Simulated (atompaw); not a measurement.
# A PAW (atompaw) potential for Gd, from input to tests

Task: generate the file, and judge it by its logarithmic derivatives, its ghosts and its cutoff.

Program: atompaw 4.2.0.5. Reference atom: PBE, scalar-relativistic, spherical and spin-unpolarised. All values are calculated.

**1. The atom and the settings**

The settings as typed:

```
element                 : gadolinium (Gd, Z = 64)
type                    : PAW
frozen core             : [Kr] 4d10
valence charge          : 18
reference configuration : 4f7 5s2 5p6 5d1 6s2 6p0
partial waves           : 5s (bound): rc 2.05 bohr; 6s (bound): rc 2.15 bohr; 5p (bound): rc 2.10 bohr; 6p (bound, empty): rc 2.60 bohr; 5d (bound): rc 3.00 bohr; 5d channel at 1 Ry: rc 3.00 bohr; 4f (bound): rc 1.10 bohr; 4f channel at 3.85 Ry: rc 1.10 bohr
local potential         : bessel scheme, radius 2.30 bohr
core correction         : smooth core density matched at 1.90 bohr
augmentation charge     : besselshape compensation charge, radius 2.50 bohr; PAW radius 3.00 bohr; waves and projectors: custom polynom2 7 10 vanderbiltortho
```

An earlier all-electron run gives the scale for the radii.

All-electron outer shells of the reference configuration (PBE, scalar-relativistic, ld1.x):

| shell | level (eV) | outermost node (bohr) | outermost maximum (bohr) |
| --- | --- | --- | --- |
| 4p | -276.39 | 0.29 | 0.54 |
| 4d | -147.72 | 0.27 | 0.56 |
| 5s | -49.74 | 0.65 | 1.20 |
| 5p | -27.26 | 0.70 | 1.35 |
| 4f | -8.70 | – | 0.56 |
| 6s | -4.13 | 1.60 | 3.37 |
| 5d | -2.53 | 0.79 | 1.95 |
| 6p | -1.33 | 1.93 | 4.55 |

**2. The generation run**

Gd.input

```
Gd 64
GGA-PBE scalarrelativistic loggrid 2001 logderivrange -6 5 276
6 6 5 4 0 0
6 1 0
5 2 1
4 3 7
0 0 0
c
c
c
c
v
v
c
c
c
v
v
c
c
v
v
3
3.00 2.50 2.30 1.90
n
n
y
1
n
y
3.85
n
custom polynom2 7 10 vanderbiltortho besselshape
bessel
2.05
2.15
2.10
2.60
3.00
3.00
1.10
1.10
PWSCFOUT
UPFDX 0.0125d0 UPFXMIN -7.d0 UPFZMESH 64.d0
END
```

Started as:

```console
$ atompaw < Gd.input > Gd.log
```

Q: Predict the outcome of this session. Wanted: cutoffs; bound ghosts; largest phase difference near zero energy, channels read; lowest eigenvalue of the overlap; share of valence orbitals outside the PAW sphere; UPF file.

**Answer**, as computed:

| quantity | value |
| --- | --- |
| cutoffs | not determined |
| bound ghosts | not determined |
| largest phase difference near zero energy, channels read | 0.025 rad |
| lowest eigenvalue of the overlap (Bessel basis) | 0.396 (p) |
| share of valence orbitals outside the PAW sphere | 5s 0 %, 6s 75 %, 5p 2 %, 6p 93 %, 5d 37 %, 4f 0 % |
| UPF file | written |

In words: Even at 400 Ry an occupied level stays 735 mRy from its reference, so no cutoffs are read; the levels have long settled, so the basis size isn't the cause: the level found isn't the valence state, or the test fails for this file. Ghosts could not be judged. Near zero energy the phases of the channels with partial waves agree within 0.025 rad.
